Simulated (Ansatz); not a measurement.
# TiO (Pm-3m) in Ansatz: convergence with scf convergence dr2 threshold

Aim: find how far scf convergence dr2 threshold must go before the results for TiO settle, at r2SCAN. This setting moves, with any that are tied to it; all else stays.

Everything below comes from runs of Ansatz 0.2.0. Logs are shortened: lines on timing, memory, paths and dates and some standing lists are left out, and cuts for length are marked.

### 1 Starting point

The structure is cubic, space group Pm-3m (No. 221). The conventional cell has a = 4.087 Å, b = 4.087 Å, c = 4.087 Å, α = 90.00°, β = 90.00°, γ = 90.00°. Ti (site symmetry 4/mmm) has 4 O at 2.04 Å as nearest neighbours. O (site symmetry 4/mmm) is surrounded by 4 Ti at 2.04 Å.

The cell comes from a database or a generator and needn't be the stable form of this composition.

### 2 With scf convergence dr2 threshold 0.01

Input file input.yaml:

```yaml
crystal:
  lattice:
    - [4.086668, 0.0, 0.0]
    - [0.0, 4.086668, 0.0]
    - [0.0, 0.0, 4.086668]
  atoms:
    - { symbol: Ti, position: [0.5, 0.0, 0.5] }
    - { symbol: Ti, position: [0.0, 0.5, 0.5] }
    - { symbol: Ti, position: [0.5, 0.5, 0.0] }
    - { symbol: O, position: [0.0, 0.0, 0.5] }
    - { symbol: O, position: [0.5, 0.0, 0.0] }
    - { symbol: O, position: [0.0, 0.5, 0.0] }
hamiltonian:
  xc: r2scan
  pseudopotentials: { kind: nc, accuracy: standard }
kpoints:
  mp_grid: { grid: [6, 6, 6] }
scf:
  occupations: { method: fermi_dirac, width: 0.1 }
  convergence: { dr2_threshold: 0.01 }
output:
  forces: true
  stress: true
  eigenvalues: true
```

Potentials or basis: PseudoDojo standard (PBE files).

On the command line:

```console
$ ansatz run input.yaml --threads 2 --pin off --max-ram 5632MiB --backend cpu --events-out ev --progress --plain --runs-dir out
```

Wall time 11 s (2 threads of Arm Neoverse V2, shared host); peak memory 0.73 GiB.

What came out:

```yaml
Free_energy: -6229.9242 eV
Pressure: -5.2 GPa
Band_gap_on_the_k_mesh: none (metal or under the smearing width)
```

### 3 With scf convergence dr2 threshold 0.001

Changes to input.yaml since step 2:

```diff
@@ -19,3 +19,3 @@
   occupations: { method: fermi_dirac, width: 0.1 }
-  convergence: { dr2_threshold: 0.01 }
+  convergence: { dr2_threshold: 0.001 }
 output:
```

Potentials or basis: PseudoDojo standard (PBE files).

On the command line:

```console
$ ansatz run input.yaml --threads 2 --pin off --max-ram 5632MiB --backend cpu --events-out ev --progress --plain --runs-dir out
```

It took 9.1 s on 2 threads of Arm Neoverse V2, shared host; peak memory 0.73 GiB.

Results:

* Free energy: -6229.9242 eV
* Pressure: -5.2 GPa
* Band gap on the k mesh: none (metal or under the smearing width)

### 4 With scf convergence dr2 threshold 0.0001

Changes to input.yaml since step 3:

```diff
@@ -19,3 +19,3 @@
   occupations: { method: fermi_dirac, width: 0.1 }
-  convergence: { dr2_threshold: 0.001 }
+  convergence: { dr2_threshold: 0.0001 }
 output:
```

On the command line:

```console
$ ansatz run input.yaml --threads 2 --pin off --max-ram 5632MiB --backend cpu --events-out ev --progress --plain --runs-dir out
```

Wall time 8.9 s (2 threads of Arm Neoverse V2, shared host); peak memory 0.74 GiB.

What came out:

| Property | Result |
| --- | --- |
| Free energy | -6229.9243 eV |
| Pressure | -5.2 GPa |
| Band gap on the k mesh | none (metal or under the smearing width) |

### 5 With scf convergence dr2 threshold 1e-05

Changes to input.yaml since step 4:

```diff
@@ -19,3 +19,3 @@
   occupations: { method: fermi_dirac, width: 0.1 }
-  convergence: { dr2_threshold: 0.0001 }
+  convergence: { dr2_threshold: 1.0e-05 }
 output:
```

On the command line:

```console
$ ansatz run input.yaml --threads 2 --pin off --max-ram 5632MiB --backend cpu --events-out ev --progress --plain --runs-dir out
```

Wall time 9.2 s (2 threads of Arm Neoverse V2, shared host); peak memory 0.74 GiB.

What came out:

| Item | Value |
| --- | --- |
| Free energy | -6229.9243 eV |
| Pressure | -5.2 GPa |
| Band gap on the k mesh | none (metal or under the smearing width) |

### 6 With scf convergence dr2 threshold 1e-06

Changes to input.yaml since step 5:

```diff
@@ -19,3 +19,3 @@
   occupations: { method: fermi_dirac, width: 0.1 }
-  convergence: { dr2_threshold: 1.0e-05 }
+  convergence: { dr2_threshold: 1.0e-06 }
 output:
```

Potentials or basis: PseudoDojo standard (PBE files).

On the command line:

```console
$ ansatz run input.yaml --threads 2 --pin off --max-ram 5632MiB --backend cpu --events-out ev --progress --plain --runs-dir out
```

Wall time 9.3 s (2 threads of Arm Neoverse V2, shared host); peak memory 0.74 GiB.

It converged, with:

```yaml
Free_energy: -6229.9243 eV
Pressure: -5.2 GPa
Band_gap_on_the_k_mesh: none (metal or under the smearing width)
```

### 7 With scf convergence dr2 threshold 1e-07

Changes to input.yaml since step 6:

```diff
@@ -19,3 +19,3 @@
   occupations: { method: fermi_dirac, width: 0.1 }
-  convergence: { dr2_threshold: 1.0e-06 }
+  convergence: { dr2_threshold: 1.0e-07 }
 output:
```

On the command line:

```console
$ ansatz run input.yaml --threads 2 --pin off --max-ram 5632MiB --backend cpu --events-out ev --progress --plain --runs-dir out
```

It took 9.2 s on 2 threads of Arm Neoverse V2, shared host; peak memory 0.74 GiB.

Results (log left out):

- Free energy: -6229.9243 eV
- Pressure: -5.2 GPa
- Band gap on the k mesh: none (metal or under the smearing width)

### 8 With scf convergence dr2 threshold 1e-09

Changes to input.yaml since step 7:

```diff
@@ -19,3 +19,3 @@
   occupations: { method: fermi_dirac, width: 0.1 }
-  convergence: { dr2_threshold: 1.0e-07 }
+  convergence: { dr2_threshold: 1.0e-09 }
 output:
```

On the command line:

```console
$ ansatz run input.yaml --threads 2 --pin off --max-ram 5632MiB --backend cpu --events-out ev --progress --plain --runs-dir out
```

Run time: 11 s. Hardware: 2 threads of Arm Neoverse V2, shared host; peak memory 0.74 GiB.

It converged, with:

| Property | Result |
| --- | --- |
| Free energy | -6229.9243 eV |
| Pressure | -5.2 GPa |
| Band gap on the k mesh | none (metal or under the smearing width) |

### 9 With scf convergence dr2 threshold 1e-11

Changes to input.yaml since step 8:

```diff
@@ -19,3 +19,3 @@
   occupations: { method: fermi_dirac, width: 0.1 }
-  convergence: { dr2_threshold: 1.0e-09 }
+  convergence: { dr2_threshold: 1.0e-11 }
 output:
```

Potentials or basis: PseudoDojo standard (PBE files).

On the command line:

```console
$ ansatz run input.yaml --threads 2 --pin off --max-ram 5632MiB --backend cpu --events-out ev --progress --plain --runs-dir out
```

The program printed:

```text
Warning: hamiltonian.xc reads the kinetic-energy density τ on the library's norm-conserving files, and those of Ti, O were made for PBE. This build holds files of Ti, O that were made for r²SCAN, which a deck under this functional can read where it names no table (hamiltonian.pseudopotentials.accuracy or source), types no xc_functional and has no exact exchange, max_exx_coeff or level of output.embedding that keeps them out. To compare such runs, type hamiltonian.pseudopotentials: {kind: paw, frozen_core: stored} on both or, where PAW refuses one, {kind: nc, accuracy: standard}
Warning: RAYON_NUM_THREADS=2 ignored (pool sized by the plan → 2); use --threads N
Engine: ansatz 0.2.0, aarch64-unknown-linux-gnu
Pseudopotentials: kind: nc
Pseudopotential: Ti, nc, valence charge 12, recommended cutoff 1142.878222 eV (normal), Ti.nc.azcp (PseudoDojo's, or run here from an input of PseudoDojo's; its table is named by hamiltonian.pseudopotentials.accuracy)
Pseudopotential: O, nc, valence charge 6, recommended cutoff 1142.878222 eV (normal), O.nc.azcp (PseudoDojo's, or run here from an input of PseudoDojo's; its table is named by hamiltonian.pseudopotentials.accuracy)
Functional definition: r2SCAN
  parameter k0 = 0.174
  parameter k1 = 0.065
  parameter a1 = 4.9479
  exchange = r2scan_x(k0 = k0, k1 = k1, a1 = a1)
  correlation = r2scan_c
Crystal: 6 atoms, lattice volume = 68.251 Å³
Basis set: ecut = 1142.878222 eV, 6031 PW (Γ), exchange–correlation on 192×192×192 points (64 copies of the dense FFT grid, shifted against one another)
Bands: 33, of which v1, the nominal top of the filled ones, is band 27 counted from 1 (26 counted from 0)
Symmetry: 48 space group operations
Space group: Pm-3m (ITA 221), of the structure as read, at distance tolerance 4.1e-5 Å
k-points: 20 of 216
Non-local potential: Ti, projectors of the file, l = 0: 2, l = 1: 2, l = 2: 2
Non-local potential: O, projectors of the file, l = 0: 2, l = 1: 2, l = 2: 1
Initial density: superposition of atomic densities (chi_scale 0.1, normalization cell, long waves kept (reshape's long-wave potential 0.03 eV rms))
Initial wavefunctions: pseudopotential atomic-orbital guess
Functional: x = r2scan, c = r2scan; τ floored in thin density (d = 2e-4 eV/Å³)
SCF iter   1: F=—  HF=-6230.997305 eV  |F-HF|=—  |Δ(HF+E_count)|=         —  Δρ=7.87e-2  dr2=5.48e0  dr2_τ=6.19e-1  ethr=3.10e-3  ⟨swp⟩=6.3  Hψ=2788  notcnv=0  defer=2
preconditioner: auto → Kerker (q_TF=auto, 2.624 Å⁻¹)  [metal: Δε(μ)=0.054 eV  Ē_g=8.629 eV  σ=0.100 eV  W_gap=0.13  n_scr=18 (ndim 8)  ℏωp=24.6 eV  f_vac=0.000  D(μ)=4.78/eV (n_scr^D=56)]
SCF iter   2: F=—  HF=-6230.309312 eV  |F-HF|=—  |Δ(HF+E_count)|=   6.88e-1  Δρ=3.59e-2  dr2=1.53e0  dr2_τ=1.82e0  ethr=3.10e-3  ⟨swp⟩=2.6  Hψ=1240  notcnv=0  defer=1
SCF iter   3: F=—  HF=-6230.123209 eV  |F-HF|=—  |Δ(HF+E_count)|=   1.86e-1  Δρ=2.16e-2  dr2=8.19e-1  dr2_τ=2.62e-1  ethr=2.83e-3  ⟨swp⟩=1.6  Hψ=854  notcnv=0  defer=1
SCF iter   4: F=—  HF=-6229.931268 eV  |F-HF|=—  |Δ(HF+E_count)|=   1.92e-1  Δρ=7.71e-3  dr2=6.78e-2  dr2_τ=3.84e-2  ethr=1.52e-3  ⟨swp⟩=2.5  Hψ=1084  notcnv=0  defer=1
SCF iter   5: F=—  HF=-6229.923453 eV  |F-HF|=—  |Δ(HF+E_count)|=   7.81e-3  Δρ=2.73e-3  dr2=5.07e-3  dr2_τ=9.83e-3  ethr=1.25e-4  ⟨swp⟩=2.5  Hψ=1156  notcnv=0
SCF iter   6: F=—  HF=-6229.924250 eV  |F-HF|=—  |Δ(HF+E_count)|=   7.96e-4  Δρ=8.09e-4  dr2=5.84e-4  dr2_τ=1.23e-4  ethr=9.39e-6  ⟨swp⟩=2.6  Hψ=1080  notcnv=0
SCF iter   7: F=—  HF=-6229.924357 eV  |F-HF|=—  |Δ(HF+E_count)|=   1.07e-4  Δρ=2.23e-4  dr2=2.78e-5  dr2_τ=1.43e-5  ethr=1.08e-6  ⟨swp⟩=2.0  Hψ=928  notcnv=0
SCF iter   8: F=—  HF=-6229.924370 eV  |F-HF|=—  |Δ(HF+E_count)|=   1.32e-5  Δρ=5.41e-5  dr2=1.65e-6  dr2_τ=1.65e-6  ethr=5.14e-8  ⟨swp⟩=2.0  Hψ=1144  notcnv=0
SCF iter   9: F=—  HF=-6229.924262 eV  |F-HF|=—  |Δ(HF+E_count)|=   1.08e-4  Δρ=8.73e-6  dr2=5.15e-8  dr2_τ=4.79e-8  ethr=3.05e-9  ⟨swp⟩=2.1  Hψ=995  notcnv=0
SCF iter  10: F=—  HF=-6229.924262 eV  |F-HF|=—  |Δ(HF+E_count)|=   8.41e-9  Δρ=1.32e-6  dr2=5.31e-10  dr2_τ=1.06e-9  ethr=9.53e-11  ⟨swp⟩=3.5  Hψ=1340  notcnv=0
SCF iter  11: F=—  HF=-6229.924262 eV  |F-HF|=—  |Δ(HF+E_count)|=  3.62e-10  Δρ=3.20e-7  dr2=4.01e-11  dr2_τ=3.42e-11  ethr=1.00e-12  ⟨swp⟩=2.2  Hψ=1226  notcnv=0
SCF iter  12: F=-6229.924262 eV  HF=-6229.924262 eV  |F-HF|=9.09e-13  |Δ(HF+E_count)|=  1.00e-11  Δρ=3.95e-8  dr2=7.05e-13  dr2_τ=2.41e-13  ethr=1.00e-12  ⟨swp⟩=8.6  Hψ=3664  notcnv=0
SCF 1 converged in 12 iterations: F = -6229.924262 eV  dr2 = 7.05e-13
SCF converged after 12 iterations
Free energy (F): -6229.924262 eV
Harris-Foulkes:  -6229.924262 eV  (|F-HF|=9.09e-13)
Internal energy: -6229.761994 eV  (E = F + TS)
E sigma→0 (E₀):  -6229.843128 eV
Entropy (-TS):   -0.162267 eV (-27.045 meV/atom)
Fermi energy:    13.038851 eV
--- Per-component energies (eV) ---
  E_band       = -524.912268
  E_kinetic    = 2797.047694
  E_local      = -4538.248232  (includes V_loc(G=0)·N_el)
  E_nonlocal   = -139.564876
  E_hartree    = 1297.678743
  E_xc         = -1082.625064
  E_vxc        = -1337.076572  (∫ρ·V_xc dr)
  E_vtau       = 97.572257  (kinetic-family band-sum trace: ∫τ·v_τ [+ j·A + Jᵃ·Aᵃ] dr)
  E_ewald      = -4564.050259
  E_smearing   = -0.162267  (= −TS)
  E_closure    = -0.000000  (closes the sum)
  Σ components = -6229.924262   (vs F -6229.924262, Δ=0.00e0)
--- Forces (eV/Å), atoms counted from 1 ---
  atom   1  Ti     0.00000000    -0.00000000    -0.00000000
  atom   2  Ti     0.00000000     0.00000000    -0.00000000
  atom   3  Ti     0.00000000     0.00000000     0.00000000
  atom   4  O      0.00000000     0.00000000    -0.00000000
  atom   5  O     -0.00000000    -0.00000000     0.00000000
  atom   6  O      0.00000000     0.00000000     0.00000000
  max |Σ_I F_I| component: 2.25e-28 eV/Å
--- Stress (GPa, compression-positive) ---
       -5.161355      -0.000000       0.000000
        0.000000      -5.161355       0.000000
        0.000000       0.000000      -5.161355
  P = ⅓ Tr σ = -5.1614 GPa (-51.614 kbar)
--- Band table (eV; the first three rows and the last of 20) ---
  k-point 0: bands = ["-47.4038", "-47.2699", "-47.2699", "-22.4696", "-22.4696", "-22.4696", "-22.2703", "-22.2703", "-22.2703", "-21.8533", "-21.8533", "-21.8533", "-8.7149", "-7.9839", "-7.9839", "7.1749", "7.1749", "7.1749", "8.5473", "8.5473", "8.5473", "8.7155", "9.7135", "9.7135", "9.7135", "11.5975", "11.5975", "11.5975", "14.6155", "14.6155", "14.6155", "15.3803", "15.3803"]
  k-point 1: bands = ["-47.3958", "-47.2777", "-47.2696", "-22.4587", "-22.4529", "-22.4529", "-22.2849", "-22.2760", "-22.2760", "-21.8844", "-21.8646", "-21.8646", "-8.6035", "-7.9853", "-7.8781", "6.8325", "7.1751", "7.1751", "7.9974", "8.4017", "8.4017", "8.8849", "9.4997", "9.5283", "9.5283", "11.6785", "12.0049", "12.0049", "14.4881", "14.8510", "14.8510", "15.4095", "15.4307"]
  k-point 2: bands = ["-47.3751", "-47.2980", "-47.2692", "-22.4326", "-22.4118", "-22.4118", "-22.3140", "-22.2941", "-22.2941", "-21.9504", "-21.8882", "-21.8882", "-8.3649", "-7.9970", "-7.6591", "6.1486", "7.0547", "7.1683", "7.1683", "8.1785", "8.1785", "8.8218", "9.2186", "9.2186", "9.7305", "11.8644", "12.8699", "12.8699", "14.2109", "14.8539", "15.1070", "15.1070", "15.5625"]
  k-point 19: bands = ["-47.3124", "-47.3124", "-47.3124", "-22.6614", "-22.6614", "-22.6614", "-22.3940", "-22.0645", "-22.0645", "-22.0645", "-21.7709", "-21.7709", "-7.3277", "-7.3277", "-7.3277", "5.3879", "5.5056", "5.5056", "5.5056", "6.3655", "6.3655", "6.3655", "9.8140", "9.8140", "12.3660", "12.3660", "12.3660", "13.1269", "15.8614", "15.8614", "15.8614", "16.0647", "16.0647"]
```

It took 11 s on 2 threads of Arm Neoverse V2, shared host; peak memory 0.74 GiB.

What came out:

- Free energy: -6229.9243 eV
- Pressure: -5.2 GPa
- Band gap on the k mesh: none (metal or under the smearing width)

### 10 The series at a glance

```tsv
scf convergence dr2 threshold	energy less the tightest run, at zero smearing (meV/atom)	SCF cycles	CPU time (s)	peak memory (GiB)
0.01	0.02	6	22	0.73
0.001	0.02	6	18	0.73
0.0001	0.00	8	18	0.74
1e-05	0.00	8	18	0.74
1e-06	0.00	9	18	0.74
1e-07	0.00	9	18	0.74
1e-09	0.00	11	22	0.74
1e-11	0.00	12	22	0.74
```

Against the tightest run, the energy stays within 1 meV/atom from 0.01 on. The tightest run that finished is the yardstick and may itself not be fully converged.

Caveats: the meta-GGA runs on potentials made for a GGA; the potentials were made for another functional, which shifts forces and pressure; semilocal functionals often make such compounds metallic where correlation or magnetic order opens a gap, which also shifts bond lengths.
